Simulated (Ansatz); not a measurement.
# K3Sr, space group Fm-3m: a charge-density difference against the sublattices

Program: Ansatz 0.2.0, Python API.

The cells in order, each with its output:

**Cell 1**
```python
import ansatz as az
import numpy as np

CUTOFF = 460
MESH = (4, 4, 4)
```

**Cell 2**
```python
vectors0 = np.array([
    [0.0, 5.165856, 5.165856],
    [5.165856, 0.0, 5.165856],
    [5.165856, 5.165856, 0.0],
])
sites = [
    ("K", (0.25, 0.25, 0.25)),
    ("K", (0.75, 0.75, 0.75)),
    ("K", (0.5, 0.5, 0.5)),
    ("Sr", (0.0, 0.0, 0.0)),
]
```

**Cell 3**
```python
def make_crystal(cell):
    crystal = az.Crystal(lattice=az.Lattice.of(cell))
    for symbol, position in sites:
        crystal = crystal.atom(symbol, position)
    return crystal
```

**Cell 4**
```python
# one cutoff and one grid for all runs, so that the fields can be subtracted
def solve(crystal):
    return (
        crystal.calculation()
        .functional(az.Functional.PBESOL)
        .occupations(az.OccupationsMethod.FERMI_DIRAC, width=100 * az.meV)
        .basis(CUTOFF, grid_basis="typed")
        .kpoints(*MESH)
        .density()
        .run(threads=1)
    )
```

**Cell 5**
```python
whole = solve(make_crystal(vectors0))
difference = whole.density().channels[0].density_e_per_ang3.copy()
binding = whole.report["free_energy_ev"]
for element in ["K", "Sr"]:
    part = az.Crystal(lattice=az.Lattice.of(vectors0))
    for symbol, position in sites:
        if symbol == element:
            part = part.atom(symbol, position)
    alone = solve(part)
    difference -= alone.density().channels[0].density_e_per_ang3
    binding -= alone.report["free_energy_ev"]
    print(f"{element} sublattice: {alone.report['n_electrons']:g} electrons, {alone.report['n_iterations']} iterations")

voxel = abs(np.linalg.det(vectors0)) / difference.size
print(f"energy of the crystal less its unpolarised sublattices: {binding / len(sites):.4f} eV/atom")
print(f"net charge of the difference {difference.sum() * voxel:.5f} e, charge rearranged {0.5 * np.abs(difference).sum() * voxel:.3f} e")
print(f"extremes {difference.min():.4f} and {difference.max():.4f} e/A^3")
for (symbol, position) in sites:
    index = tuple(int(round(p * n)) % n for p, n in zip(position, difference.shape))
    print(f"  change of the pseudo-density at the grid point nearest {symbol}: {difference[index]:+.4f} e/A^3")
profile = difference.mean(axis=(0, 1))
print("planar mean along the third vector:", np.round(profile[:: max(len(profile) // 12, 1)], 4))
```
Output:
```text
K sublattice: 27 electrons, 6 iterations
Sr sublattice: 10 electrons, 6 iterations
energy of the crystal less its unpolarised sublattices: -0.4234 eV/atom
net charge of the difference -0.00000 e, charge rearranged 0.222 e
extremes -0.0449 and 0.0069 e/A^3
  change of the pseudo-density at the grid point nearest K: +0.0004 e/A^3
  change of the pseudo-density at the grid point nearest K: +0.0004 e/A^3
  change of the pseudo-density at the grid point nearest K: -0.0044 e/A^3
  change of the pseudo-density at the grid point nearest Sr: -0.0449 e/A^3
planar mean along the third vector: [ 0.      0.0002 -0.0001 -0.0002  0.0001  0.0001 -0.     -0.0001  0.
  0.0001 -0.     -0.0003  0.0001  0.0001]
```

Densities and potentials on the grid are those of the valence electrons, and inside the cores they hang on the potentials used. This cell is a computed structure, which may not be the phase found in nature. Charge moved counts every rearrangement, bonding and polarisation too, and is no transfer between atoms; the bare sublattices are artificial references. Values near the nuclei depend on the potentials. Hardware and time: 5.5 s on 1 thread of Arm Neoverse V2, on a shared host, peak memory 0.48 GiB.
